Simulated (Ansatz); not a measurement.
# HfNH2+ (septet): wave-function methods side by side, def2-SVP

One table from this session's results is given with a row withheld; the runs are named, their logs left out.

The runs use Ansatz 0.2.0, Gaussian basis; def2-SVP, core rule «outside noble gas», up to 5 orbitals frozen.

Plan: UHF; CCSD(T) on ROHF; CCSD(T) on UHF; CISD as a restricted active space (open shells left free, so some higher excitations enter); CCSDT(Q) on ROHF; CCSDT(Q) on UHF.

26 further runs of the same task are left out: 10 for a known fault of the program, 4 that didn't finish, 12 set aside as unsound or not needed. Runs told in other sessions of the task aren't counted.

## The geometry

The geometry is a PBE0/def2-TZVP stationary point (not a proven minimum) of the parent state, kept for this charge and spin. No spin-orbit coupling is included. Elements past krypton take def2 core potentials.

4 atoms, charge 1, spin multiplicity 7.

Atoms are counted from 1 here; the program's logs count them from 0.

Bond lengths: Hf1–N2 2.327 Å, N2–H3 1.025 Å, N2–H4 1.025 Å. Angles: Hf1–N2–H3 126.1°, Hf1–N2–H4 126.1°, H3–N2–H4 107.9°.

Set-up of the first run:

File in.yaml:

```yaml
crystal:
  periodic: [false, false, false]
  atoms:
    - {symbol: Hf, position_ang: [0.000103, 0.000000, 0.197923]}
    - {symbol: N, position_ang: [-0.002248, 0.000000, -2.128903]}
    - {symbol: H, position_ang: [0.006464, 0.828605, -2.732477]}
    - {symbol: H, position_ang: [0.006464, -0.828605, -2.732477]}
basis:
  gaussian: {orbitals: def2-SVP}
total_charge: 1
magnetization: {spin_polarized: true, initial_magnetization: 6}
hamiltonian: {xc: hf}
output: {orbitals: {seedname: orbitals}}
```

The run is started by

```console
ansatz run in.yaml --threads 1 --pin off --events-out ev --progress --plain --max-ram 2393MiB
```

Steps of the session up to this table: UHF; CCSD(T) on ROHF; CCSD(T) on UHF; CISD as a restricted active space (open shells left free, so some higher excitations enter); CCSDT(Q) on ROHF; CCSDT(Q) on UHF.

One table of the session follows, with a row left open; its other results are not shown here.

It belongs to the step «Misses and costs». 

| method | from RCCSDT(Q) (kJ/mol) |
| --- | --- |
| ROHF | +431.3 |
| UHF | +407.1 |
| RMP2 | +76.3 |
| UMP2 | +65.6 |
| RCCSD | +8.7 |
| UCCSD | ? |
| RCCSD(T) | +1.8 |
| UCCSD(T) | -8.0 |
| RCCSDT | +0.3 |
| UCCSDT | -9.5 |
| RCCSDT(Q) | 0 |
| UCCSDT(Q) | -9.8 |

Estimate the missing values for UCCSD.

**Answer.** from RCCSDT(Q) (kJ/mol): -1.2. In the column «from RCCSDT(Q) (kJ/mol)» it lies between UCCSD(T) (-8.0) and RCCSDT(Q) (0).

Not comparable, so not listed: CISD as a restricted active space (open shells left free, so some higher excitations enter) (they don't share determinant, frozen orbitals or solution with the rows shown, or repeat one).

Caveats from the session: Restricted and unrestricted rows rest on different reference determinants; a gap between their highest levels can come from leftover correlation error, from unlike frozen cores or from another state.
